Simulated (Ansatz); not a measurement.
# Ag3TeBr: the cost of one run

Computed with Ansatz 0.2.0 (DFT PBE, scalar-relativistic, plane waves, PAW, unless a step's input says otherwise).

## 1. The system as given

Symmetry: Pm-3m, No. 221, cubic system. Conventional cell: a = 6.720 Å, b = 6.720 Å, c = 6.720 Å, α = 90.00°, β = 90.00°, γ = 90.00°. Te (site symmetry m-3m) is surrounded by 6 Ag at 3.36 Å. Ag (site symmetry 4/mmm) has 2 Te at 3.36 Å as nearest neighbours.

Coordinates:

```
Br Te Ag
1.0
     6.72000    0.00000    0.00000
     0.00000    6.72000    0.00000
     0.00000    0.00000    6.72000
Br Te Ag
1 1 3
Direct
  0.00000 0.00000 0.00000
  0.50000 0.50000 0.50000
  0.50000 0.50000 0.00000
  0.50000 0.00000 0.50000
  0.00000 0.50000 0.50000
```

This is a trial structure built by rule; it need not be a known or stable form of this composition.

This is a trial structure, the antiperovskite prototype, and another one may lie lower.

## 2. Coarse point 1 of the search for the rest volume

Input file input.yaml:

```yaml
crystal:
  lattice:
    - [6.72, 0.0, 0.0]
    - [0.0, 6.72, 0.0]
    - [0.0, 0.0, 6.72]
  atoms:
    - { symbol: Br, position: [0.0, 0.0, 0.0] }
    - { symbol: Te, position: [0.5, 0.5, 0.5] }
    - { symbol: Ag, position: [0.5, 0.5, 0.0] }
    - { symbol: Ag, position: [0.5, 0.0, 0.5] }
    - { symbol: Ag, position: [0.0, 0.5, 0.5] }
basis:
  ecutwfc: 420
kpoints:
  mp_grid: { grid: [4, 4, 4] }
hamiltonian:
  xc: pbe
scf:
  occupations: { method: gaussian, width: 0.05 }
output:
  forces: true
  stress: true
  eigenvalues: true
```

On the command line:

```console
ansatz run input.yaml --threads 1 --pin off --max-ram 1228MiB --backend cpu --events-out ev --progress --plain --runs-dir out
```

**Question.** How long does this run take on 1 thread of Arm Neoverse N1, shared host, and how much memory does it need?

About 14 s, with a peak of 0.5 GiB.
